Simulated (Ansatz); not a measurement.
# BeS2: the cost of one run

Method: DFT PBE, scalar-relativistic, plane waves, PAW, in Ansatz 0.2.0.

1 further run of the same task is left out (it didn't finish).

## Step 1: The structure to begin with

The structure is tetragonal, space group I4/mmm (No. 139). The conventional cell has a = 4.496 Å, b = 4.496 Å, c = 5.429 Å, α = 90.00°, β = 90.00°, γ = 90.00°. Be (site symmetry 4/mmm) is surrounded by 4 S at 2.25 Å. S (site symmetry mmm) is surrounded by 2 Be at 2.25 Å.

As a file:

```xyz
3
Lattice="-2.2482 2.2482 2.7147 2.2482 -2.2482 2.7147 2.2482 2.2482 -2.7147" Properties=species:S:1:pos:R:3 pbc="T T T"
Be    0.0000    0.0000    0.0000
S     0.0000    2.2482    0.0000
S     2.2482    0.0000    0.0000
```

A structure generator made this guess: random cell by space group and Wyckoff sites (I4/mmm, No. 139). Lengths come from tabulated atomic sizes and are only a guess.

## Step 2: Probe: one point on a coarse mesh

input.yaml reads:

```yaml
crystal:
  lattice:
    - [-2.24822228, 2.24822228, 2.7147292]
    - [2.24822228, -2.24822228, 2.7147292]
    - [2.24822228, 2.24822228, -2.7147292]
  atoms:
    - { symbol: Be, position: [0.0, 0.0, 0.0] }
    - { symbol: S, position: [0.5, 0.0, 0.5] }
    - { symbol: S, position: [0.0, 0.5, 0.5] }
basis:
  ecutwfc: 420
kpoints:
  mp_grid: { grid: [6, 6, 6] }
hamiltonian:
  xc: pbe
scf:
  occupations: { method: gaussian, width: 0.1 }
  lower_state_search: "off"
output:
  forces: true
  stress: true
  eigenvalues: true
```

Run with:

```
> ansatz run input.yaml --threads 1 --pin off --max-ram 2560MiB --backend cpu --events-out ev --progress --plain --runs-dir out
```

Q: Estimate wall time and peak memory on 1 thread of Arm Neoverse V1, shared host.

About 1.3 s, with a peak of 0.29 GiB.
